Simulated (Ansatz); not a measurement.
Born–Oppenheimer molecular dynamics of a periodic cell of 12 atoms, Zr$_{2}$N (start crystal Zr2N, start structure P4_2/mnm, volume 1.1 times the crystal's). It starts from an unrelaxed structure (largest force component 0.09 eV/Å).

Computed with DFT LDA, scalar-relativistic, plane waves, PAW in Ansatz 0.2.0. Settings: accuracy low, cutoff 420 eV, k mesh 3x3x3, fermi-dirac smearing 0.3 eV, no spin polarisation.

| Item | Value |
| --- | --- |
| ensemble | NVT, Langevin thermostat |
| time step | 1 fs |
| steps asked | 190 |
| set temperature | 300 K |
| friction | 0.02 /fs |
| temperature schedule | 190 steps to 3500 K |
| seed | 353715 |

Frames 1 fs apart, positions in Å.

Velocities at 140.0 fs (Å/ps):

```
Zr -1.56 -5.38 -2.38
Zr 0.20 -3.49 5.06
Zr -8.56 8.50 8.04
Zr 2.03 -5.16 -1.80
N 4.95 0.24 0.18
N 10.81 6.75 11.86
Zr 0.39 1.66 3.88
Zr -4.10 -10.89 3.52
Zr 1.64 -1.15 -0.43
Zr 4.88 7.37 2.17
N 1.60 -12.94 4.58
N -13.49 -18.73 -15.23
```

```xyz
12
Lattice="5.5877 0.0000 0.0000 0.0000 5.5877 0.0000 0.0000 0.0000 6.8291" Properties=species:S:1:pos:R:3 time_fs=140.0 energy_less_start_eV=2.671 T=2343
Zr 1.710 1.524 0.124
Zr 3.804 4.067 -0.058
Zr 4.321 0.921 1.459
Zr 0.876 4.251 1.699
N -0.057 0.071 0.058
N 2.751 2.612 1.335
Zr 1.525 1.502 3.536
Zr 3.808 3.958 3.327
Zr 4.342 1.110 4.822
Zr 0.844 4.560 4.996
N -0.246 0.048 3.250
N 2.760 2.666 5.389
12
Lattice="5.5877 0.0000 0.0000 0.0000 5.5877 0.0000 0.0000 0.0000 6.8291" Properties=species:S:1:pos:R:3 time_fs=141.0 energy_less_start_eV=2.504 T=2780
Zr 1.708 1.518 0.121
Zr 3.804 4.064 -0.053
Zr 4.313 0.930 1.467
Zr 0.878 4.245 1.697
N -0.053 0.068 0.059
N 2.763 2.620 1.348
Zr 1.526 1.504 3.541
Zr 3.803 3.948 3.331
Zr 4.343 1.109 4.822
Zr 0.849 4.567 4.999
N -0.243 0.033 3.253
N 2.749 2.647 5.372
12
Lattice="5.5877 0.0000 0.0000 0.0000 5.5877 0.0000 0.0000 0.0000 6.8291" Properties=species:S:1:pos:R:3 time_fs=142.0 energy_less_start_eV=2.344 T=2630
Zr 1.706 1.511 0.118
Zr 3.804 4.061 -0.049
Zr 4.305 0.940 1.476
Zr 0.881 4.240 1.693
N -0.051 0.065 0.061
N 2.776 2.629 1.364
Zr 1.528 1.507 3.546
Zr 3.798 3.938 3.334
Zr 4.343 1.110 4.822
Zr 0.854 4.575 5.002
N -0.240 0.015 3.255
N 2.740 2.627 5.355
12
Lattice="5.5877 0.0000 0.0000 0.0000 5.5877 0.0000 0.0000 0.0000 6.8291" Properties=species:S:1:pos:R:3 time_fs=143.0 energy_less_start_eV=2.205 T=2572
Zr 1.704 1.503 0.114
Zr 3.805 4.059 -0.045
Zr 4.298 0.949 1.484
Zr 0.884 4.236 1.688
N -0.051 0.063 0.062
N 2.789 2.636 1.385
Zr 1.528 1.510 3.550
Zr 3.793 3.929 3.337
Zr 4.343 1.111 4.823
Zr 0.858 4.583 5.005
N -0.239 0.001 3.256
N 2.728 2.608 5.337
12
Lattice="5.5877 0.0000 0.0000 0.0000 5.5877 0.0000 0.0000 0.0000 6.8291" Properties=species:S:1:pos:R:3 time_fs=144.0 energy_less_start_eV=2.083 T=2462
Zr 1.703 1.496 0.109
Zr 3.806 4.056 -0.040
Zr 4.291 0.957 1.493
Zr 0.888 4.231 1.683
N -0.051 0.060 0.061
N 2.801 2.641 1.406
Zr 1.528 1.513 3.553
Zr 3.789 3.923 3.339
Zr 4.343 1.112 4.825
Zr 0.862 4.591 5.007
N -0.238 -0.011 3.258
N 2.711 2.588 5.319
12
Lattice="5.5877 0.0000 0.0000 0.0000 5.5877 0.0000 0.0000 0.0000 6.8291" Properties=species:S:1:pos:R:3 time_fs=145.0 energy_less_start_eV=1.980 T=2597
Zr 1.700 1.488 0.104
Zr 3.806 4.055 -0.034
Zr 4.285 0.966 1.501
Zr 0.891 4.225 1.681
N -0.049 0.052 0.060
N 2.813 2.643 1.429
Zr 1.528 1.516 3.557
Zr 3.785 3.917 3.342
Zr 4.343 1.112 4.827
Zr 0.867 4.598 5.008
N -0.238 -0.024 3.260
N 2.693 2.567 5.299
12
Lattice="5.5877 0.0000 0.0000 0.0000 5.5877 0.0000 0.0000 0.0000 6.8291" Properties=species:S:1:pos:R:3 time_fs=146.0 energy_less_start_eV=1.897 T=2712
Zr 1.698 1.480 0.100
Zr 3.806 4.053 -0.029
Zr 4.280 0.975 1.510
Zr 0.894 4.220 1.678
N -0.043 0.043 0.058
N 2.826 2.644 1.453
Zr 1.529 1.520 3.559
Zr 3.782 3.911 3.345
Zr 4.345 1.112 4.829
Zr 0.874 4.605 5.009
N -0.237 -0.037 3.261
N 2.675 2.547 5.276
12
Lattice="5.5877 0.0000 0.0000 0.0000 5.5877 0.0000 0.0000 0.0000 6.8291" Properties=species:S:1:pos:R:3 time_fs=147.0 energy_less_start_eV=1.835 T=2773
Zr 1.695 1.470 0.095
Zr 3.806 4.052 -0.025
Zr 4.275 0.983 1.518
Zr 0.897 4.213 1.675
N -0.037 0.035 0.056
N 2.838 2.644 1.477
Zr 1.530 1.522 3.562
Zr 3.777 3.905 3.346
Zr 4.347 1.111 4.831
Zr 0.880 4.612 5.008
N -0.232 -0.051 3.261
N 2.655 2.528 5.254
12
Lattice="5.5877 0.0000 0.0000 0.0000 5.5877 0.0000 0.0000 0.0000 6.8291" Properties=species:S:1:pos:R:3 time_fs=148.0 energy_less_start_eV=1.791 T=2709
Zr 1.694 1.461 0.092
Zr 3.805 4.052 -0.020
Zr 4.270 0.990 1.527
Zr 0.902 4.206 1.672
N -0.034 0.027 0.051
N 2.849 2.645 1.502
Zr 1.531 1.527 3.563
Zr 3.773 3.900 3.347
Zr 4.350 1.110 4.832
Zr 0.886 4.619 5.007
N -0.227 -0.066 3.260
N 2.634 2.511 5.229
12
Lattice="5.5877 0.0000 0.0000 0.0000 5.5877 0.0000 0.0000 0.0000 6.8291" Properties=species:S:1:pos:R:3 time_fs=149.0 energy_less_start_eV=1.770 T=2622
Zr 1.694 1.453 0.090
Zr 3.805 4.052 -0.017
Zr 4.265 0.997 1.535
Zr 0.908 4.200 1.669
N -0.032 0.016 0.045
N 2.861 2.646 1.526
Zr 1.531 1.533 3.564
Zr 3.769 3.895 3.349
Zr 4.353 1.109 4.833
Zr 0.892 4.627 5.006
N -0.220 -0.081 3.259
N 2.612 2.497 5.204
12
Lattice="5.5877 0.0000 0.0000 0.0000 5.5877 0.0000 0.0000 0.0000 6.8291" Properties=species:S:1:pos:R:3 time_fs=150.0 energy_less_start_eV=1.780 T=2613
Zr 1.694 1.446 0.089
Zr 3.805 4.053 -0.013
Zr 4.261 1.002 1.544
Zr 0.912 4.192 1.665
N -0.029 0.006 0.036
N 2.875 2.648 1.548
Zr 1.532 1.541 3.565
Zr 3.766 3.890 3.352
Zr 4.355 1.107 4.833
Zr 0.896 4.636 5.005
N -0.216 -0.095 3.256
N 2.593 2.487 5.177
12
Lattice="5.5877 0.0000 0.0000 0.0000 5.5877 0.0000 0.0000 0.0000 6.8291" Properties=species:S:1:pos:R:3 time_fs=151.0 energy_less_start_eV=1.813 T=2633
Zr 1.695 1.437 0.089
Zr 3.804 4.054 -0.009
Zr 4.256 1.006 1.552
Zr 0.916 4.185 1.662
N -0.027 -0.006 0.029
N 2.888 2.648 1.569
Zr 1.533 1.549 3.565
Zr 3.764 3.884 3.354
Zr 4.357 1.107 4.833
Zr 0.901 4.647 5.003
N -0.213 -0.108 3.250
N 2.578 2.482 5.149
```

Of the whole run (190 fs, mean temperature of the second half 2134 K): The schedule's set-point averaged 2700 K over the second half and the system 2134 K, so it lags behind the ramp. A run of 0.19 ps of so small a system gives no equilibrium averages. Limits of this set-up: coarse k mesh, low accuracy level.

The run took 25 min on 2 CPU threads of a shared host.
